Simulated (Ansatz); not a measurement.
# C₂H₅InOSi: a ladder of functionals and wavefunction methods

The task here is to estimate one member of a computed series from the others.

Computed with Ansatz 0.2.0, Gaussian basis. Level: functionals in def2-TZVPP, the program's frozen cores in correlated methods.

The runs, in order: LDA (SPW92), PBE-D4, revPBE-D4, BLYP-D4, r2SCAN-D4, B97M-V, PBE0-D4, B3LYP-D4, r2SCANh-D4, r2SCAN0-D4, HSE06-D4, BHLYP-D4, CAM-B3LYP-D4, LC-ωPBE, ωB97X-V, ωB97M-V, B2PLYP, PBE-QIDH; CCSD(T)/def2-SVP; CCSD(T)/def2-TZVPP; MP2/def2-QZVPP; extrapolation to the limit; RPA on PBE.

## The geometry

The geometry comes from an earlier relaxation with PBE0-D4 in a triple-zeta def2 set; it is a stationary point, not always the lowest conformer. In takes the def2 core potential; no spin-orbit term is included.

10 atoms, charge 0, spin multiplicity 1.

Atoms are counted from 1 here; the program's logs count them from 0.

Bond lengths: C1–In2 2.237 Å, C1–H6 1.094 Å, C1–H7 1.094 Å, C1–H8 1.094 Å, Si3–C4 1.877 Å, Si3–H9 1.508 Å, Si3–H10 1.514 Å, C4–O5 1.130 Å. Angles: In2–C1–H6 111.3°, In2–C1–H7 109.8°, In2–C1–H8 111.3°, H6–C1–H7 108.3°, H6–C1–H8 107.9°, H7–C1–H8 108.1°, C4–Si3–H9 89.0°, C4–Si3–H10 89.8°, H9–Si3–H10 100.5°, Si3–C4–O5 171.4°.

Set-up of the first run:

Contents of in.yaml:

```yaml
crystal:
  periodic: [false, false, false]
  atoms:
    - {symbol: C, position_ang: [-2.054825, -1.438556, -0.233627]}
    - {symbol: In, position_ang: [-1.413796, 0.698839, -0.395945]}
    - {symbol: Si, position_ang: [1.611074, 0.268873, 0.345738]}
    - {symbol: C, position_ang: [1.884663, 2.002831, -0.320207]}
    - {symbol: O, position_ang: [1.977888, 2.989598, -0.863392]}
    - {symbol: H, position_ang: [-1.547974, -2.062733, -0.975708]}
    - {symbol: H, position_ang: [-3.133736, -1.515610, -0.398924]}
    - {symbol: H, position_ang: [-1.832308, -1.846833, 0.757194]}
    - {symbol: H, position_ang: [1.400694, 0.858309, 1.717956]}
    - {symbol: H, position_ang: [3.108310, 0.045283, 0.366916]}
basis:
  gaussian: {orbitals: def2-TZVPP}
hamiltonian: {xc: lda}
output: {orbitals: {seedname: orbitals}}
```

Run with:

```console
> ansatz run in.yaml --threads 4 --pin off --events-out ev --progress --plain --max-ram 10444MiB
```

Steps of the session up to this table: LDA; PBE-D4 (GGA); revPBE-D4 (GGA); BLYP-D4 (GGA); r2SCAN-D4 (meta-GGA); B97M-V (meta-GGA); PBE0-D4 (hybrid); B3LYP-D4 (hybrid); r2SCANh-D4 (hybrid); r2SCAN0-D4 (hybrid); HSE06-D4 (hybrid); BHLYP-D4 (hybrid); CAM-B3LYP-D4 (range-separated); LC-ωPBE (range-separated); ωB97X-V (range-separated); ωB97M-V (range-separated); B2PLYP (double hybrid); PBE-QIDH (double hybrid).

One table of the session follows, with a row left open; its other results are not shown here.

It belongs to the step «Orbital energies across the functionals». 

```
  functional  HOMO (eV)  LUMO (eV)  gap (eV)
 LDA (SPW92)      -4.57      -3.26      1.30
      PBE-D4          ?          ?         ?
   revPBE-D4      -4.30      -2.99      1.31
     BLYP-D4      -4.25      -2.95      1.29
   r2SCAN-D4      -4.52      -2.97      1.55
      B97M-V      -4.44      -2.93      1.52
     PBE0-D4      -5.16      -2.19      2.96
    B3LYP-D4      -5.04      -2.42      2.62
  r2SCANh-D4      -4.82      -2.65      2.18
  r2SCAN0-D4      -5.29      -2.14      3.15
    HSE06-D4      -4.79      -2.56      2.22
    BHLYP-D4      -5.88      -1.17      4.71
CAM-B3LYP-D4      -6.27      -1.11      5.17
     LC-ωPBE      -7.34      -0.01      7.33
     ωB97X-V      -7.09      -0.07      7.03
     ωB97M-V      -7.07      -0.14      6.93
```

**Question.** Estimate the row for PBE-D4.

**Answer.** HOMO (eV): -4.37; LUMO (eV): -3.06; gap (eV): 1.31. In the column «HOMO (eV)» it lies between B97M-V (-4.44) and revPBE-D4 (-4.30).
